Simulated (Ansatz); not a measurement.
# CH4FSSi, SMILES C[SiH](F)[S]: a ladder of methods at one geometry

Program: Ansatz's Python interface.

At the Python prompt:
```pycon
>>> import ansatz as az
>>> BASIS_SET = 'def2-SVP'
>>> geometry_ang = [
...     ('C', (-0.2449, 0.8954, 0.125)),
...     ('Si', (0.3526, -0.7738, -0.1038)),
...     ('F', (0.9222, -1.2712, 1.2835)),
...     ('S', (-1.1449, -2.066, -0.6923)),
...     ('H', (0.5058, 1.6162, 0.4061)),
...     ('H', (-0.7158, 1.3484, -0.8188)),
...     ('H', (-1.0488, 0.9843, 0.8818)),
...     ('H', (1.466, -0.7904, -1.1373)),
... ]
>>> mol = az.Crystal.molecule()
>>> for symbol, xyz in geometry_ang:
...     mol = mol.atom(symbol, xyz)
...
>>> setup = mol.calculation()
>>> setup = setup.basis(gaussian=BASIS_SET).spin('collinear', total=1)
>>> methods = ['mp2', 'ccsd', 'ccsd_t']
>>> batch = az.Session.batch([setup.correlation(m).input() for m in methods])
>>> reports = sorted(batch.plan().execute().molecular_reports, key=lambda each: each['member'])
>>> print(f'Hartree-Fock reference {reports[0]["reference_energy_ev"] / 27.211386246:.6f} Ha')
Hartree-Fock reference -825.843751 Ha
>>> best = reports[-1]['free_energy_ev'] - reports[-1]['reference_energy_ev']
>>> for method, each in zip(methods, reports):
...     gained = each['free_energy_ev'] - each['reference_energy_ev']
...     print(f'{method:8s} total {each["free_energy_ev"] / 27.211386246:.6f} Ha  correlation {gained:9.4f} eV  ({100 * gained / best:.1f} % of the last)')
...
mp2      total -826.369469 Ha  correlation  -14.3055 eV  (90.0 % of the last)
ccsd     total -826.415031 Ha  correlation  -15.5453 eV  (97.8 % of the last)
ccsd_t   total -826.427589 Ha  correlation  -15.8870 eV  (100.0 % of the last)
```

Notes:
- These settings explore the input space; basis and method may be short of convergence.
- The geometry is a force-field or estimated start, not a minimum of this method, and the basis set is short of its limit. A lower total doesn't mark the better method: functionals have no common bound, and MP2 and coupled cluster aren't variational.
- The species is open-shell (spin multiplicity 2).
- Inner cores stay frozen, so this is valence correlation.
